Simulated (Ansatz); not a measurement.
LiMg3, space group I4/mmm, a comparison of functionals at one structure

With the Python package of Ansatz (0.2.0).

Run as a notebook:

In [1]:
```python
import ansatz as az
from pymatgen.core import Lattice, Structure
from pymatgen.io.ase import AseAtomsAdaptor
```

In [2]:
```python
SIGMA = 0.05
MESH = (7, 7, 7)
```

In [3]:
```python
pmg_structure = Structure(
    Lattice([[-2.273176, 2.273176, 4.242211], [2.273176, -2.273176, 4.242211], [2.273176, 2.273176, -4.242211]]),
    ["Li", "Mg", "Mg", "Mg"],
    [
        [0.0, 0.0, 0.0],
        [0.5, 0.5, 0.0],
        [0.25, 0.75, 0.5],
        [0.75, 0.25, 0.5],
    ],
)
xtal = az.Crystal.from_ase(AseAtomsAdaptor.get_atoms(pmg_structure))
```

In [4]:
```python
xtal.resolved().tree()["lattice"]
```
Out [4]:
```text
((-2.273176, 2.273176, 4.242211), (2.273176, -2.273176, 4.242211), (2.273176, 2.273176, -4.242211))
```

In [5]:
```python
calculation = xtal.calculation()
calculation = calculation.basis(21 * az.Ha)
calculation = calculation.occupations(az.OccupationsMethod.COLD, width=SIGMA)
calculation = calculation.kpoints(mesh=MESH, center="gamma")
calculation = calculation.pseudopotentials("paw")
calculation = calculation.forces()
calculation = calculation.stress()

rows = []
for value in ["lda", "pbesol", "blyp"]:
    rep = calculation.functional(value).run().report
    rows.append((value, rep["free_energy_ev"] / len(rep["lattice"]["sites"]), rep["n_iterations"], sum(rep["stress_gpa"][i][i] for i in range(3)) / 3, max(abs(f) for row in rep["forces_ev_ang"] for f in row), rep["n_kpoints"]))
```

In [6]:
```python
print("  functional   F/atom (eV)    iterations       P (GPa)  max component (eV/A)      k-points")
for row in rows:
    print(f"{str(row[0]):>12s}  {row[1]:12.5f}  {row[2]:12d}  {row[3]:12.3f}  {row[4]:20.4f}  {row[5]:12d}")
```
```text
  functional   F/atom (eV)    iterations       P (GPa)  max component (eV/A)      k-points
         lda   -1476.63206             5        -1.801                0.0000            40
      pbesol   -1484.80750             6        -0.493                0.0000            40
        blyp   -1496.34765             6         0.654                0.0000            40
```

From lowest to highest: LDA (-1.8 GPa), PBEsol (-0.5 GPa) and BLYP (0.7 GPa). At a fixed cell a lower pressure usually means a smaller equilibrium volume, so LDA prefers the smallest cell and BLYP the largest.

Caveats:
- BLYP can be off by several per cent in the lattices of metals, and by several GPa in the pressure at a fixed cell.
- For a metal this k-point mesh is coarse: on a finer one energies can move by several to tens of meV an atom and pressures by half a GPa or more, differences at one mesh by less.
- Forces vanish by symmetry here and test nothing.
- Pressure is positive in compression.
- The structure comes from a database of computed cells and needn't be a stable or known phase.
- Total energies of different functionals can't be compared; pressures, moments and gaps at this one structure can.
- It ran for 14 s on 1 thread of Arm Neoverse V1 (shared host), peak memory 0.55 GiB.
